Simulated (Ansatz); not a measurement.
# C2H6ClFGe: the cost of one run

Program: Ansatz 0.2.0, Gaussian basis. Level of theory: functionals in def2-TZVPP, the program's frozen cores in correlated methods. These are calculated values, not measurements.

The runs, in order: PBE-D4, r2SCAN-D4, PBE0-D4, B3LYP-D4, ωB97X-V, ωB97M-V, B2PLYP; CCSD(T)/def2-TZVPP; MP2/def2-QZVPP; extrapolation to the limit.

### 1 The geometry

The geometry comes from an earlier relaxation with PBE0-D4 in a triple-zeta def2 set; it is a stationary point, not always the lowest conformer.

SMILES `C[C](F)(Cl)[GeH3]`, 11 atoms, charge 0, spin multiplicity 1.

Atoms are counted from 1 here; the program's logs count them from 0.

Bond lengths: C1–C2 1.503 Å, C1–H6 1.090 Å, C1–H7 1.093 Å, C1–H8 1.092 Å, C2–F3 1.375 Å, C2–Cl4 1.795 Å, C2–Ge5 1.995 Å, Ge5–H9 1.534 Å, Ge5–H10 1.538 Å, Ge5–H11 1.531 Å. Angles: C2–C1–H6 110.5°, C2–C1–H7 109.4°, C2–C1–H8 110.0°, H6–C1–H7 109.1°, H6–C1–H8 108.9°, H7–C1–H8 109.0°, C1–C2–F3 108.7°, C1–C2–Cl4 109.6°, C1–C2–Ge5 115.2°, F3–C2–Cl4 107.2°, F3–C2–Ge5 108.3°, Cl4–C2–Ge5 107.6°, C2–Ge5–H9 108.1°, C2–Ge5–H10 107.9°, C2–Ge5–H11 108.2°, H9–Ge5–H10 110.2°, H9–Ge5–H11 111.3°, H10–Ge5–H11 110.9°.

As a file:

```xyz
11
charge 0, multiplicity 1
C    -1.01450   -0.76334    0.71274
C     0.15942   -0.61125   -0.21399
F     1.18047   -1.41713    0.23274
Cl   -0.29083   -1.18609   -1.85372
Ge    0.86119    1.24738   -0.39665
H    -1.85114   -0.15269    0.37269
H    -0.72630   -0.44561    1.71763
H    -1.32933   -1.80852    0.74690
H    -0.26684    2.13229   -0.94232
H     1.28831    1.73124    0.99896
H     2.05496    1.21671   -1.35427
```

### 2 PBE-D4 (GGA)

in.yaml

```yaml
crystal:
  periodic: [false, false, false]
  atoms:
    - {symbol: C, position_ang: [-1.014501, -0.763338, 0.712742]}
    - {symbol: C, position_ang: [0.159420, -0.611245, -0.213990]}
    - {symbol: F, position_ang: [1.180471, -1.417126, 0.232737]}
    - {symbol: Cl, position_ang: [-0.290834, -1.186089, -1.853722]}
    - {symbol: Ge, position_ang: [0.861193, 1.247376, -0.396650]}
    - {symbol: H, position_ang: [-1.851144, -0.152686, 0.372689]}
    - {symbol: H, position_ang: [-0.726299, -0.445614, 1.717630]}
    - {symbol: H, position_ang: [-1.329326, -1.808520, 0.746897]}
    - {symbol: H, position_ang: [-0.266839, 2.132294, -0.942315]}
    - {symbol: H, position_ang: [1.288306, 1.731242, 0.998957]}
    - {symbol: H, position_ang: [2.054957, 1.216707, -1.354275]}
basis:
  gaussian: {orbitals: def2-TZVPP}
hamiltonian: {xc: pbe, dispersion: d4}
output: {forces: true, orbitals: {seedname: orbitals}}
```

On the command line:

```sh
$ ansatz run in.yaml --threads 2 --pin off --events-out ev --progress --plain --max-ram 22528MiB --backend cpu
```

What time and memory should one allow on 2 threads of AMD EPYC 7R13, shared host?

About 5.5 s, with a peak of 0.44 GiB.
